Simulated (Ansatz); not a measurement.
# HfO2: the cost of one run

Method: reference: DFT PBE, plane waves, PAW, scalar-relativistic, no spin polarisation, in Ansatz 0.2.0.

### Step 1. The structure to begin with

Symmetry: P4_2/nmc, No. 137, tetragonal system. The conventional cell has a = 3.754 Å, b = 3.754 Å, c = 5.417 Å, α = 90.00°, β = 90.00°, γ = 90.00°. O (site symmetry 2mm) is surrounded by 4 Hf at 2.17 to 2.48 Å. Around Hf (site symmetry -4m2) lie 8 O at 2.17 to 2.48 Å.

Structure file:

```
CELL_PARAMETERS angstrom
3.75401 0.00000 0.00000
0.00000 3.75401 0.00000
0.00000 0.00000 5.41691
ATOMIC_POSITIONS crystal
O 0.00000 0.50000 0.20100
O 0.00000 0.50000 0.70100
O 0.50000 0.00000 0.29900
O 0.50000 0.00000 0.79900
Hf 0.00000 0.00000 0.00000
Hf 0.50000 0.50000 0.50000
```

### Step 2. Reference

input.yaml

```yaml
crystal:
  lattice:
    - [3.754008, 0.0, 0.0]
    - [0.0, 3.754008, 0.0]
    - [0.0, 0.0, 5.416913]
  atoms:
    - { symbol: O, position: [0.0, 0.5, 0.201] }
    - { symbol: O, position: [0.0, 0.5, 0.701] }
    - { symbol: O, position: [0.5, 0.0, 0.299] }
    - { symbol: O, position: [0.5, 0.0, 0.799] }
    - { symbol: Hf, position: [0.0, 0.0, 0.0] }
    - { symbol: Hf, position: [0.5, 0.5, 0.5] }
  symmetry: { tolerance: 0.0003 }
kpoints:
  mp_grid: { grid: [5, 5, 4], shift: [0, 0, 0] }
magnetization:
  spin_polarized: false
scf:
  occupations: { method: fermi_dirac }
hamiltonian:
  pseudopotentials: { kind: paw }
  xc: pbe
basis:
  ecutwfc: 420
output:
  forces: true
  stress: true
  eigenvalues: true
relax:
  max_steps: 40
  cell: {}
```

On the command line:

```console
> ansatz run input.yaml --threads 1 --pin off --max-ram 2560MiB --backend cpu --events-out ev --progress --plain --runs-dir out
```

**Question.** How long does this run take on 1 thread of Intel Xeon Platinum 8559C (Emerald Rapids), shared host, and how much memory does it need?

About 23 s, with a peak of 0.5 GiB.
